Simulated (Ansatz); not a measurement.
# FH3O2Si: up Jacob's ladder to CCSD(T)

One table from this session's results is given with a row withheld; the runs are named, their logs left out.

Method: functionals in def2-TZVPP, the program's frozen cores in correlated methods; program: Ansatz 0.2.0, Gaussian basis.

Plan: LDA (SPW92), PBE-D4, revPBE-D4, BLYP-D4, r2SCAN-D4, B97M-V, PBE0-D4, B3LYP-D4, r2SCANh-D4, r2SCAN0-D4, HSE06-D4, BHLYP-D4, CAM-B3LYP-D4, LC-ωPBE, ωB97X-V, ωB97M-V, B2PLYP, PBE-QIDH; CCSD(T)/def2-SVP; CCSD(T)/def2-TZVPP; CCSD(T)/def2-QZVPP; extrapolation to the limit; RPA on PBE.

## The geometry

All runs share one geometry, relaxed beforehand with PBE0-D4 in a triple-zeta def2 set.

SMILES `O[SiH](O)F`, 7 atoms, charge 0, spin multiplicity 1.

Atoms are counted from 1 here; the program's logs count them from 0.

Bond lengths: O1–Si2 1.630 Å, O1–H5 0.958 Å, Si2–O3 1.619 Å, Si2–F4 1.595 Å, Si2–H6 1.469 Å, O3–H7 0.959 Å. Angles: Si2–O1–H5 118.6°, O1–Si2–O3 108.7°, O1–Si2–F4 107.7°, O1–Si2–H6 114.3°, O3–Si2–F4 111.7°, O3–Si2–H6 107.5°, F4–Si2–H6 107.0°, Si2–O3–H7 118.7°.

Set-up of the first run:

Input file in.yaml:

```yaml
crystal:
  periodic: [false, false, false]
  atoms:
    - {symbol: O, position_ang: [-0.161784, 0.466473, -1.268363]}
    - {symbol: Si, position_ang: [-0.169538, -0.308687, 0.165146]}
    - {symbol: O, position_ang: [1.328656, -0.281040, 0.778147]}
    - {symbol: F, position_ang: [-1.210617, 0.437415, 1.115612]}
    - {symbol: H, position_ang: [-0.987957, 0.815894, -1.604595]}
    - {symbol: H, position_ang: [-0.589012, -1.714177, 0.089972]}
    - {symbol: H, position_ang: [1.851552, 0.516122, 0.678280]}
basis:
  gaussian: {orbitals: def2-TZVPP}
hamiltonian: {xc: lda}
output: {orbitals: {seedname: orbitals}}
```

Launch:

```sh
ansatz run in.yaml --threads 2 --pin off --events-out ev --progress --plain --max-ram 31744MiB --backend cpu
```

Among the steps run: LDA; PBE-D4 (GGA); revPBE-D4 (GGA); BLYP-D4 (GGA); r2SCAN-D4 (meta-GGA); B97M-V (meta-GGA); B3LYP-D4 (hybrid); r2SCANh-D4 (hybrid); r2SCAN0-D4 (hybrid); HSE06-D4 (hybrid); BHLYP-D4 (hybrid); CAM-B3LYP-D4 (range-separated); LC-ωPBE (range-separated); ωB97X-V (range-separated); ωB97M-V (range-separated); B2PLYP (double hybrid); PBE-QIDH (double hybrid).

One of the session's tables, all rows but one given; the rest of the session is left out.

It belongs to the step «Frontier levels by functional». 

| functional | HOMO (eV) | LUMO (eV) | gap (eV) |
| --- | --- | --- | --- |
| LDA (SPW92) | -8.12 | -0.34 | 7.78 |
| PBE-D4 | -7.95 | -0.21 | 7.75 |
| revPBE-D4 | -7.89 | -0.14 | 7.75 |
| BLYP-D4 | -7.88 | -0.28 | 7.60 |
| r2SCAN-D4 | -8.35 | 0.53 | 8.88 |
| B97M-V | -8.43 | 0.07 | 8.50 |
| PBE0-D4 | -9.62 | 0.70 | 10.32 |
| B3LYP-D4 | -9.38 | 0.29 | 9.67 |
| r2SCANh-D4 | -8.98 | 0.79 | 9.77 |
| r2SCAN0-D4 | -9.90 | 1.18 | 11.08 |
| HSE06-D4 | -9.21 | 0.33 | 9.54 |
| BHLYP-D4 | -11.23 | 1.32 | 12.55 |
| CAM-B3LYP-D4 | -11.14 | 1.44 | 12.58 |
| LC-ωPBE | -12.51 | 2.83 | 15.34 |
| ωB97X-V | ? | ? | ? |
| ωB97M-V | -12.02 | 2.15 | 14.18 |

Q: Estimate the row for ωB97X-V from the others.

**Answer.** HOMO (eV): -12.15; LUMO (eV): 2.63; gap (eV): 14.78. In the column «HOMO (eV)» it lies between LC-ωPBE (-12.51) and ωB97M-V (-12.02).
